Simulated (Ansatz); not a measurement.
# LaGePt: the cost of one run

Computed with Ansatz 0.2.0 (DFT LDA, scalar-relativistic, plane waves, PAW, unless a step's input says otherwise).

## Step 1: The structure to begin with

It takes space group I4_1md (No. 109, tetragonal). The conventional cell has a = 4.279 Å, b = 4.279 Å, c = 15.083 Å, α = 90.00°, β = 90.00°, γ = 90.00°. La (site symmetry 2mm) is surrounded by 6 Ge at 3.26 to 3.33 Å and 6 Pt at 3.28 to 3.29 Å. Ge (site symmetry 2mm) is surrounded by 3 Pt at 2.49 to 2.50 Å. Pt (site symmetry 2mm) has 3 Ge at 2.49 to 2.50 Å as nearest neighbours.

As a file:

```xyz
6
Lattice="-2.1397 2.1397 7.5413 2.1397 -2.1397 7.5413 2.1397 2.1397 -7.5413" Properties=species:S:1:pos:R:3 pbc="T T T"
La    2.1397    0.0000    7.5396
La    0.0000    0.0000   11.3103
Ge    0.0000    2.1397    6.3218
Ge    0.0000    0.0000    2.5511
Pt    2.1397    0.0000    1.2816
Pt    0.0000    0.0000    5.0523
```

Source of the structure: the Materials Project (structure only).

(A quick probe on a coarse mesh, which set the mesh and smearing, is not shown.)

## Step 3: Full relaxation

input.yaml

```yaml
crystal:
  lattice:
    - [-2.13972037, 2.13972037, 7.54132906]
    - [2.13972037, -2.13972037, 7.54132906]
    - [2.13972037, 2.13972037, -7.54132906]
  atoms:
    - { symbol: La, position: [0.49988497, 0.99988497, 0.5] }
    - { symbol: La, position: [0.74988497, 0.74988497, 0.0] }
    - { symbol: Ge, position: [0.91914145, 0.41914145, 0.5] }
    - { symbol: Ge, position: [0.16914145, 0.16914145, 0.0] }
    - { symbol: Pt, position: [0.08497258, 0.58497258, 0.5] }
    - { symbol: Pt, position: [0.33497258, 0.33497258, 0.0] }
basis:
  ecutwfc: 420
kpoints:
  mp_grid: { grid: [12, 12, 12] }
hamiltonian:
  xc: lda
scf:
  occupations: { method: gaussian, width: 0.1 }
output:
  forces: true
  stress: true
  eigenvalues: true
  write_density: true
  write_potential: true
  elf: true
  volumetric_format: npy
relax:
  adjacent_minimum: "off"
  f_tol: 0.005
  max_steps: 80
  cell: { stress_tol: 0.05 }
```

Launch:

```bash
$ ansatz run input.yaml --threads 4 --pin off --max-ram 10240MiB --backend cpu --events-out ev --progress --plain --runs-dir out
```

**Question.** How long does this run take on 4 threads of Intel Xeon at 2.50GHz (Skylake/Cascade Lake), shared host, and how much memory does it need?

About 8.9 min, with a peak of 1.2 GiB.
